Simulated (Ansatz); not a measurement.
**GaHOF (doublet): wave-function methods side by side at a displaced geometry (v2), cc-pVDZ**

An exercise on one series of results from a longer session: the logs are not shown, and one member is left open.

Program: Ansatz 0.2.0, Gaussian basis. Level of theory: cc-pVDZ, core rule «outside noble gas», up to 16 orbitals frozen. These are calculated values, not measurements.

Plan: UHF; CCSD(T) on ROHF; CCSD(T) on UHF; BCCD(T) on ROHF; CISD as a restricted active space (open shells left free, so some higher excitations enter); CCSDT(Q) on ROHF; CCSDT(Q) on UHF.

23 further runs of the same task are left out: 5 for a known fault of the program, 5 that didn't finish, 13 set aside as unsound or not needed. Runs told in other sessions of the task aren't counted.

## What is computed

The geometry is a PBE0/def2-TZVP stationary point (not a proven minimum) with its atoms shifted at random (size 0.100 Å). No spin-orbit coupling is included. The filled d shell of Ga may be among the frozen orbitals whatever the setting's name suggests.

4 atoms, charge 0, spin multiplicity 2.

Atoms are counted from 1 here; the program's logs count them from 0.

Bond lengths: F1–Ga2 1.762 Å, Ga2–O3 1.822 Å, O3–H4 0.920 Å. Angles: F1–Ga2–O3 113.3°, Ga2–O3–H4 115.4°.

Set-up of the first run:

The input, in.yaml:

```yaml
crystal:
  periodic: [false, false, false]
  atoms:
    - {symbol: F, position_ang: [0.122131, -0.615005, 1.464108]}
    - {symbol: Ga, position_ang: [-0.042744, 0.328007, -0.015129]}
    - {symbol: O, position_ang: [0.033877, -0.685524, -1.526858]}
    - {symbol: H, position_ang: [0.116985, -0.215828, -2.313675]}
basis:
  gaussian: {orbitals: cc-pVDZ}
magnetization: {spin_polarized: true, initial_magnetization: 1}
hamiltonian: {xc: hf}
output: {orbitals: {seedname: orbitals}}
```

Command:

```
> ansatz run in.yaml --threads 1 --pin off --events-out ev --progress --plain --max-ram 2393MiB
```

Steps of the session up to this table: UHF; CCSD(T) on ROHF; CCSD(T) on UHF; BCCD(T) on ROHF; CISD as a restricted active space (open shells left free, so some higher excitations enter); CCSDT(Q) on ROHF; CCSDT(Q) on UHF.

One of the session's tables, all rows but one given; the rest of the session is left out.

It belongs to the step «Misses and costs». 

```
   method  from UCCSDT(Q) (kJ/mol)
     ROHF                  +1175.6
      UHF                  +1170.1
     RMP2                    +48.7
     UMP2                    +47.8
    RCCSD                    +30.3
    UCCSD                    +29.5
 RCCSD(T)                     +6.1
 UCCSD(T)                     +5.5
  BCCD(T)                     +5.6
   RCCSDT                        ?
   UCCSDT                     +3.7
RCCSDT(Q)                     +1.2
UCCSDT(Q)                        0
```

Estimate the missing values for RCCSDT.

The run gave: from UCCSDT(Q) (kJ/mol): +4.3. In the column «from UCCSDT(Q) (kJ/mol)» it lies between UCCSDT (+3.7) and UCCSD(T) (+5.5).

Not comparable, so not listed: CISD as a restricted active space (open shells left free, so some higher excitations enter) (they don't share determinant, frozen orbitals or solution with the rows shown, or repeat one).

Caveats from the session: Restricted and unrestricted rows rest on different reference determinants; a gap between their highest levels can come from leftover correlation error, from unlike frozen cores or from another state.
